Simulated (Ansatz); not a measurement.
Debugging the interaction energy of a dimer with the counterpoise correction of BBrFH, SMILES FBBr (Ansatz 0.2.0, Python API).

Script `dimer_bbrfh.py`:
```python
import ansatz as az
import numpy as np

BASIS_SET = 'def2-SVP'
FUNCTIONAL = 'HF'

FIRST = [
    ('F', (1.2337, -0.3415, -0.8077)),
    ('B', (0.0513, -0.1447, 0.0653)),
    ('Br', (-1.213, 1.4168, -0.1659)),
    ('H', (-0.0721, -0.9305, 0.9084)),
]
SECOND = [
    ('F', (0.5726, 6.051, -2.9261)),
    ('B', (0.5225, 5.5991, -1.5147)),
    ('Br', (1.4341, 3.9049, -0.8909)),
    ('H', (-0.1056, 6.2688, -0.8072)),
]

def energy(atoms, ghosts=()):
    molecule = az.Crystal.molecule()
    for symbol, xyz in atoms:
        molecule = molecule.atom(symbol, xyz)
    calc = (
        molecule.calculation()
        .basis(gaussian=BASIS_SET)
        .functional(FUNCTIONAL)
        .hubbard('F', 'p', u_eff=4.0)
    )
    deck = calc.input()
    if ghosts:
        deck = deck.set(az.key.basis.gaussian.ghost_atoms, [{'symbol': s, 'position_ang': list(xyz)} for s, xyz in ghosts])
    return az.Session.from_dict(deck).plan().execute().report['free_energy_ev']

direction = np.array([0.1063, 0.9572, -0.2692])
print('shift (A)   counterpoise-corrected interaction (kcal/mol)')
for shift in (-0.3, 0.0, 0.4, 1.0, 2.0):
    moved = [(s, tuple(np.round(np.array(xyz) + shift * direction, 4))) for s, xyz in SECOND]
    gain = energy(FIRST + moved) - energy(FIRST, moved) - energy(moved, FIRST)
    print(f'{shift:8.2f} {23.060548 * gain:14.3f}')
```

Running `python dimer_bbrfh.py` prints:
```text
shift (A)   counterpoise-corrected interaction (kcal/mol)
Traceback (most recent call last):
  File "dimer_bbrfh.py", line 39, in <module>
    gain = energy(FIRST + moved) - energy(FIRST, moved) - energy(moved, FIRST)
           ~~~~~~^^^^^^^^^^^^^^^
  File "dimer_bbrfh.py", line 33, in energy
    return az.Session.from_dict(deck).plan().execute().report['free_energy_ev']
           ~~~~~~~~~~~~~~~~~~~~^^^^^^
  ...
ansatz.RefusalError: invalid value for `basis.gaussian`: such a run doesn't read hamiltonian.hubbard; remove what it names
```
(Library frames cut from the traceback.)

Why does it end like this?

The fault: a Hubbard U isn't read in a Gaussian basis. The change:

```diff
--- before
+++ after
@@ -27,3 +27,2 @@
         .functional(FUNCTIONAL)
-        .hubbard('F', 'p', u_eff=4.0)
     )
```

With that change:

```console
$ python dimer_bbrfh.py
shift (A)   counterpoise-corrected interaction (kcal/mol)
   -0.30          4.510
    0.00          2.314
    0.40          0.938
    1.00          0.234
    2.00          0.019
```

Notes:
- The dimer is a generated trial pose of unrelaxed monomers, not a minimum, so the figure is no binding energy, and the basis set is small.
- Hartree-Fock leaves correlation out, so bond, atomisation and ionisation energies come out well too low.
- This level lacks the dispersion part of the attraction (electrostatics and induction are there), which can decide the sign where the interaction is weak.
- Run time: 22 s on 1 thread of Arm Neoverse V2, with other jobs on the host, peak memory 0.38 GiB.

(Lines on the test bed's own set-up are left out of the output.)
